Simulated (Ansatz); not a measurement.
# Au: the cost of one run

Program: Ansatz 0.2.0. Level of theory: DFT r2SCAN, scalar-relativistic, plane waves, PAW. These are calculated values, not measurements.

**1. The system as given**

The structure is cubic, space group Im-3m (No. 229). Conventional cell: a = 3.315 Å, b = 3.315 Å, c = 3.315 Å, α = 90.00°, β = 90.00°, γ = 90.00°. Around Au (site symmetry m-3m) lie 8 Au at 2.87 Å.

Structure file:

```
Au
1.0
    -1.65727    1.65727    1.65727
     1.65727   -1.65727    1.65727
     1.65727    1.65727   -1.65727
Au
1
Direct
  0.00000 0.00000 0.00000
```

It goes back to an entry of the Materials Project, which need not be the stable form.

The cell is taken as given, not relaxed at this level.

**2. Zero of energy**

The reference gives a free energy of -13163.4807 eV, pressure -4.72 GPa, largest force 0.000 eV/Å and gap on the mesh none (metal). It was computed beforehand with the settings of the runs below.

**3. Setting up a trigonal deformation path**

At fixed volume and fractional coordinates, lengths along (0.577, 0.577, 0.577) are scaled against those across it; ρ is that ratio over its starting value.

**4. At ρ = 0.500**

Input file input.yaml:

```yaml
crystal:
  lattice:
    - [-2.4360327815, 1.7400234154, 1.7400234154]
    - [1.7400234154, -2.4360327815, 1.7400234154]
    - [1.7400234154, 1.7400234154, -2.4360327815]
  atoms:
    - { symbol: Au, position: [0.0, 0.0, 0.0] }
basis:
  ecutwfc: 500
kpoints:
  mp_grid: { grid: [22, 22, 22] }
hamiltonian:
  xc: r2scan
scf:
  occupations: { method: gaussian, width: 0.15 }
output:
  forces: true
  stress: true
  eigenvalues: true
```

Started as:

```sh
$ ansatz run input.yaml --threads 1 --pin off --max-ram 2560MiB --backend cpu --events-out ev --progress --plain --runs-dir out
```

What time and memory should one allow on 1 thread of AMD EPYC 7R43 (Zen 3), shared host?

About 34 s, with a peak of 0.67 GiB.
